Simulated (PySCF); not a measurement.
# IO: spin, charge, geometry and surroundings

How does IO answer to another spin, charge, distance or environment?

Computed with PySCF 2.14.0. Level: method and basis as typed in the scripts.

2 further runs of the same task are left out: 1 for a known fault of the program, 1 that didn't finish.

### 1 The starting structure

IO: 2 atoms, charge 0, spin multiplicity 2.

Bond lengths: I1–O2 1.814 Å.

### 2 The base run

Input file input.py:

```python
from pyscf import gto, scf, mp

mol = gto.M(
    atom='I 0 0 0; O 0 0 1.814',
    basis='ano-rcc-vdzp',
    charge=0,
    spin=1,
    verbose=4,
)
mf = scf.UHF(mol)
mf = mf.sfx2c1e()
mf.kernel()
mp.MP2(mf, frozen=19).kernel()
mf.dip_moment()
print('orbital energies (hartree):', [e[max(0, n-3):n+3].round(4) for e, n in zip(mf.mo_energy, mol.nelec)])
```

Command:

```console
$ OMP_NUM_THREADS=1 python input.py
```

Its log is not repeated here.

Base result: E(SCF) = -7187.508510 Eh, E(MP2) − E(SCF) = -0.60351 Eh, ⟨S²⟩ = 0.771, μ = 1.97 D (of the SCF density).

The bond length is a typed value, not an optimised one.

### 3 Bond 3.628 Å

Run 1 changes bond length: 1.814 Å → 3.628 Å.

Input file input.py:

```python
from pyscf import gto, scf, mp

mol = gto.M(
    atom='I 0 0 0; O 0 0 3.628',
    basis='ano-rcc-vdzp',
    charge=0,
    spin=1,
    verbose=4,
)
mf = scf.UHF(mol)
mf = mf.sfx2c1e()
mf.kernel()
mp.MP2(mf, frozen=19).kernel()
mf.dip_moment()
print('orbital energies (hartree):', [e[max(0, n-3):n+3].round(4) for e, n in zip(mf.mo_energy, mol.nelec)])
```

Command:

```console
$ OMP_NUM_THREADS=1 python input.py
```

### 4 Bond 2.032 Å

Run 2 changes bond length: 1.814 Å → 2.032 Å.

Edit input.py of step 2 so:

```diff
@@ -3,3 +3,3 @@
 mol = gto.M(
-    atom='I 0 0 0; O 0 0 1.814',
+    atom='I 0 0 0; O 0 0 2.032',
     basis='ano-rcc-vdzp',
```

### 5 Bond 0.1 Å

Run 3 changes bond length: 1.814 Å → 0.1 Å.

Edit input.py of step 2 so:

```diff
@@ -3,3 +3,3 @@
 mol = gto.M(
-    atom='I 0 0 0; O 0 0 1.814',
+    atom='I 0 0 0; O 0 0 0.1',
     basis='ano-rcc-vdzp',
```

### 6 Sextet

Run 4 changes spin (2S): 1 → 5.

Edit input.py of step 2 so:

```diff
@@ -6,3 +6,3 @@
     charge=0,
-    spin=1,
+    spin=5,
     verbose=4,
```

Before running it: what results should come out? Wanted: for each run, E(SCF); from base; gap, α spin; SCF dipole; after the SCF.

As calculated:

| run | E(SCF) (hartree) | from base (eV) | cycles | gap, α spin (eV) | SCF dipole (D) | after the SCF |
| --- | --- | --- | --- | --- | --- | --- |
| base | -7187.508510 | 0 | 16 | 11.98 | 1.97 | MP2 correlation -16.422 eV, core frozen |
| bond 3.628 Å | -7187.334836 | +4.7259 | 17 | 5.35 | 3.20 | MP2 correlation -18.492 eV, core frozen |
| bond 2.032 Å | -7187.518067 | -0.2601 | 19 | 10.89 | 1.76 | MP2 correlation -16.073 eV, core frozen |
| bond 0.1 Å (poor choice) | -6139.401509 | +28520.4444 | 21 | 10.76 | 2.22 | MP2 correlation -12.879 eV, core frozen |
| sextet | -7186.853443 | +17.8253 | 18 | 5.45 | 0.64 | MP2 correlation -15.377 eV, core frozen |

**Reading.** The largest comparable shift of the SCF energy, +28520.444 eV, comes with the run “bond 0.1 Å”. The sextet solution found lies 17.83 eV above the base doublet at this geometry and level. With bond 3.628 Å the frontier gap moves by over 1.5 eV, which can mean another electronic state rather than the bond length alone. Rows marked «poor choice» come from settings spoiled on purpose.
